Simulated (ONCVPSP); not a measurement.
# Zinc: generating and testing an ONCV potential

Task: generate the file, and judge it by its errors in other configurations, its logarithmic derivatives, its ghosts and its cutoff.

Program: ONCVPSP 4.0.1. Reference atom: LDA (Perdew-Zunger), scalar-relativistic, spherical and spin-unpolarised. All values are calculated.

## (1) The design

Typed settings, in words:

```
element                 : zinc (Zn, Z = 30)
type                    : optimised norm-conserving Vanderbilt (ONCV)
frozen core             : [Ar]
valence charge          : 12
reference configuration : 3d10 4s2
partial waves           : 4s: rc 1.70 bohr, ncon 4, nbas 9, qcut 4.2 1/bohr, 3 projectors, debl 1.9 Ha; p scattering state at 0.07 Ha: rc 1.80 bohr, ncon 3, nbas 8, qcut 4.4 1/bohr, 2 projectors, debl 3.3 Ha; 3d: rc 0.75 bohr, ncon 3, nbas 7, qcut 21.3 1/bohr, 2 projectors, debl 3.3 Ha
local potential         : polynomial inside 0.55 bohr (lpopt 1, dvloc0 6 Ha)
core correction         : Teter function, fcfact 3.5, rcfact 1.75
```

The outer shells as boxes (Hund's rule for the drawing; the calculation is spin-unpolarised):

```
[Ar] core
3d [↑↓][↑↓][↑↓][↑↓][↑↓]
4s [↑↓]
```

The nodes and maxima of the atom's own shells, from an earlier all-electron run, set the scale for the radii.

All-electron outer shells of the reference configuration (LDA (Perdew-Zunger), scalar-relativistic, ld1.x):

```json
{"shell": "3p", "level (eV)": "-83.26", "outermost node (bohr)": "0.25", "outermost maximum (bohr)": "0.59"}
{"shell": "3d", "level (eV)": "-10.42", "outermost node (bohr)": "–", "outermost maximum (bohr)": "0.56"}
{"shell": "4s", "level (eV)": "-6.23", "outermost node (bohr)": "0.85", "outermost maximum (bohr)": "2.09"}
{"shell": "4p", "level (eV)": "-1.23", "outermost node (bohr)": "0.92", "outermost maximum (bohr)": "3.04"}
```

## (2) Generation

The input, Zn.dat:

```
# ATOM AND REFERENCE CONFIGURATION
# atsym  z   nc   nv     iexc    psfile
  Zn 30.00    5    2        3      upf
#
#   n    l    f
    1    0    2.00
    2    0    2.00
    2    1    6.00
    3    0    2.00
    3    1    6.00
    3    2   10.00
    4    0    2.00
#
# PSEUDOPOTENTIAL AND OPTIMIZATION
# lmax
    2
#
#   l,   rc,      ep,       ncon, nbas, qcut
    0    1.70    0.00    4    9    4.20
    1    1.80    0.07    3    8    4.40
    2    0.75    0.00    3    7   21.30
#
# LOCAL POTENTIAL
# lloc, lpopt,  rc(5),   dvloc0
    4    1    0.55    6.00
#
# VANDERBILT-KLEINMAN-BYLANDER PROJECTORs
# l, nproj, debl
    0    3    1.90
    1    2    3.30
    2    2    3.30
#
# MODEL CORE CHARGE
# icmod, fcfact, rcfact
    3    3.50    1.75
#
# LOG DERIVATIVE ANALYSIS
# epsh1, epsh2, depsh
   -2.00    5.00    0.02
#
# OUTPUT GRID
# rlmax, drl
    6.00    0.01
#
# TEST CONFIGURATIONS
# ncnf
    4
# nvcnf
#   n    l    f
    2
    3    2   10.00
    4    0    1.00
#
    2
    3    2   10.00
    4    0    0.00
#
    2
    3    2    9.00
    4    0    0.00
#
    2
    3    2   10.00
    4    0    1.50
#
```

On the command line:

```console
$ oncvpsp.x < Zn.dat > Zn.out
```

Before running it: what results should come out? Wanted: cutoffs for 1 and 0.1 mHa per electron, occupied waves; bound ghosts; GHOST(+) flags; largest test error; largest phase difference near zero energy, channels read; rms error of d²Exc/dn², without and with the model core.

The runs gave:

```
                                                quantity                                                                            value
  cutoffs for 1 and 0.1 mHa per electron, occupied waves                                                                163 Ha and 185 Ha
                                            bound ghosts                                                                   s at -90.46 eV
                                          GHOST(+) flags  s at 601 eV, s at 1127 eV, p at 15 eV (1 near or above the test basis's cutoff)
                            largest test error (AE − PS)                                                            -210 meV, for 3d9 4s0
largest phase difference near zero energy, channels read                                                                        0.000 rad
 rms error of d²Exc/dn², without and with the model core                                                                9.39 and 1.90 mHa
```

In words: It has a bound ghost (s), a state that the atom doesn't have, and that rules the file out. The worst unpolarised test, 3d9 4s0, is off by 210 meV on 69.8 eV; by total energies transferability rates as fair for so large an energy. That test lies far up in energy; among those under 40 eV, nearer to bonding, the largest error is 91 meV. By its cutoff, 163 Ha for the looser tolerance, it is very hard. At the looser tolerance the 3d wave is the slowest; 4s needs 6 Ha. Near zero energy the phases of the channels with partial waves that could be evaluated agree within 0.001 rad. The program also flags highly localised states, GHOST(+) (s, p).
